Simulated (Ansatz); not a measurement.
# C12H14O2: up Jacob's ladder to CCSD(T)

Aim: compute C12H14O2 with functionals from several rungs and with coupled cluster. The yardstick is the atomisation energy at the CCSD(T) limit.

Program: Ansatz 0.2.0, Gaussian basis. Level of theory: functionals in def2-TZVPP, the program's frozen cores in correlated methods. These are calculated values, not measurements.

The runs, in order: LDA (SPW92), PBE-D4, revPBE-D4, BLYP-D4, r2SCAN-D4, B97M-V, PBE0-D4, B3LYP-D4, r2SCANh-D4, r2SCAN0-D4, HSE06-D4, BHLYP-D4, CAM-B3LYP-D4, LC-ωPBE, ωB97X-V, ωB97M-V, B2PLYP, PBE-QIDH; CCSD(T)/def2-SVP; CCSD(T)/def2-TZVPP; MP2/def2-QZVPP; extrapolation to the limit; RPA on PBE.

### Step 1. Structure used throughout

The geometry comes from an earlier relaxation with PBE0-D4 in a triple-zeta def2 set; it is a stationary point, not always the lowest conformer.

SMILES `CC(C)C(=O)CC(=O)c1ccccc1`, 28 atoms, charge 0, spin multiplicity 1.

Atoms are counted from 1 here; the program's logs count them from 0.

Bond lengths: C1–C2 1.517 Å, C1–H15 1.092 Å, C1–H16 1.092 Å, C1–H17 1.091 Å, C2–C3 1.531 Å, C2–C4 1.512 Å, C2–H18 1.096 Å, C3–H19 1.092 Å, C3–H20 1.092 Å, C3–H21 1.093 Å, C4–O5 1.205 Å, C4–C6 1.523 Å, C6–C7 1.521 Å, C6–H22 1.088 Å, C6–H23 1.090 Å, C7–O8 1.211 Å, C7–C9 1.484 Å, C9–C10 1.395 Å and more. Angles: C2–C1–H15 111.3°, C2–C1–H16 110.2°, C2–C1–H17 110.7°, H15–C1–H16 108.3°, H15–C1–H17 107.7°, H16–C1–H17 108.6°, C1–C2–C3 111.6°, C1–C2–C4 111.5°, C1–C2–H18 110.3°, C3–C2–C4 108.2°, C3–C2–H18 108.0°, C4–C2–H18 107.1°, C2–C3–H19 112.3°, C2–C3–H20 109.8°, C2–C3–H21 110.4°, H19–C3–H20 107.7°, H19–C3–H21 108.3°, H20–C3–H21 108.2° and more.

### Step 2. LDA

This LDA is Slater exchange with PW92 correlation.

Input file in.yaml:

```yaml
crystal:
  periodic: [false, false, false]
  atoms:
    - {symbol: C, position_ang: [-3.276221, -0.039956, -0.305765]}
    - {symbol: C, position_ang: [-2.335504, -0.339196, 0.846751]}
    - {symbol: C, position_ang: [-3.045377, -0.220531, 2.198145]}
    - {symbol: C, position_ang: [-1.149138, 0.598547, 0.851432]}
    - {symbol: O, position_ang: [-1.188759, 1.709915, 0.386769]}
    - {symbol: C, position_ang: [0.124216, 0.061851, 1.491806]}
    - {symbol: C, position_ang: [0.829362, -0.884291, 0.532172]}
    - {symbol: O, position_ang: [0.595229, -2.071071, 0.578270]}
    - {symbol: C, position_ang: [1.778465, -0.317905, -0.458506]}
    - {symbol: C, position_ang: [2.569872, -1.204979, -1.188215]}
    - {symbol: C, position_ang: [3.462918, -0.729340, -2.128744]}
    - {symbol: C, position_ang: [3.562677, 0.637373, -2.360658]}
    - {symbol: C, position_ang: [2.768829, 1.524016, -1.649305]}
    - {symbol: C, position_ang: [1.883296, 1.051565, -0.693806]}
    - {symbol: H, position_ang: [-2.772835, -0.150669, -1.268099]}
    - {symbol: H, position_ang: [-4.128278, -0.722784, -0.284761]}
    - {symbol: H, position_ang: [-3.649324, 0.983561, -0.242423]}
    - {symbol: H, position_ang: [-1.940512, -1.357791, 0.759383]}
    - {symbol: H, position_ang: [-2.380619, -0.441854, 3.036141]}
    - {symbol: H, position_ang: [-3.879531, -0.923557, 2.241462]}
    - {symbol: H, position_ang: [-3.442748, 0.788399, 2.333308]}
    - {symbol: H, position_ang: [0.756162, 0.902887, 1.771172]}
    - {symbol: H, position_ang: [-0.128091, -0.531818, 2.370906]}
    - {symbol: H, position_ang: [2.465372, -2.265961, -0.996235]}
    - {symbol: H, position_ang: [4.083027, -1.421368, -2.686594]}
    - {symbol: H, position_ang: [4.260830, 1.010940, -3.101271]}
    - {symbol: H, position_ang: [2.838275, 2.588710, -1.838588]}
    - {symbol: H, position_ang: [1.251608, 1.749909, -0.158549]}
basis:
  gaussian: {orbitals: def2-TZVPP}
hamiltonian: {xc: lda}
output: {orbitals: {seedname: orbitals}}
```

The run is started by

```sh
$ ansatz run in.yaml --threads 11 --pin off --events-out ev --progress --plain --max-ram 174080MiB --backend cuda --devices 0, --max-vram 75GiB
```

After this run come: PBE-D4 (GGA); revPBE-D4 (GGA); BLYP-D4 (GGA); r2SCAN-D4 (meta-GGA); B97M-V (meta-GGA); B3LYP-D4 (hybrid); r2SCANh-D4 (hybrid); r2SCAN0-D4 (hybrid); HSE06-D4 (hybrid); BHLYP-D4 (hybrid); CAM-B3LYP-D4 (range-separated); LC-ωPBE (range-separated); ωB97X-V (range-separated); ωB97M-V (range-separated); B2PLYP (double hybrid); PBE-QIDH (double hybrid); CCSD(T) in def2-SVP; CCSD(T) in def2-TZVPP; MP2 in def2-QZVPP; RPA on PBE orbitals.

Q: Predict the results of all the runs planned. Wanted: atomisation energy, CCSD(T)/CBS; farthest beyond LDA; mean size of error, GGA; mean size of error, meta-GGA; mean size of error, hybrid; mean size of error, range-separated; mean size of error, double hybrid; gap, smallest and largest; T1 diagnostic.

As calculated:

| quantity | value |
| --- | --- |
| atomisation energy, CCSD(T)/CBS | 133.341 eV |
| functionals within 0.667 eV (0.5 %) | B3LYP-D4, r2SCANh-D4, LC-ωPBE, ωB97X-V |
| farthest beyond LDA | PBE-D4 (+5.077 eV) |
| mean size of error, GGA | 2.465 eV |
| mean size of error, meta-GGA | 1.058 eV |
| mean size of error, hybrid | 1.708 eV |
| mean size of error, range-separated | 0.672 eV |
| mean size of error, double hybrid | 0.731 eV |
| gap, smallest and largest | 2.84 eV (LDA (SPW92)), 10.22 eV (LC-ωPBE) |
| T1 diagnostic | 0.0133 |
| triples share of the correlation energy | 4.7 % |

**Reading.** The LDA atomisation energy is off by 21.450 eV (16 %): it overbinds. PBE-D4 misses by +5.077 eV. Double hybrids carry the basis error of their MP2 part in triple zeta, and no dispersion term here, so their miss is partly the set-up's. By mean error the best rung here is range-separated (0.672 eV) and the worst beyond LDA is GGA (2.465 eV). The gap between the best rungs is small, so their order is not settled. The reference freezes the cores and leaves out relativity and excitations past (T), so misses under about 0.667 eV can't be ranked. Hartree-Fock recovers 73 % of the binding; the rest is correlation. CCSD(T) in def2-SVP is off by -4.521 eV, which most functionals beat. Orbital gaps span 2.8 to 10.2 eV; exact exchange widens them. The restricted reference is unstable towards a spin-broken one.
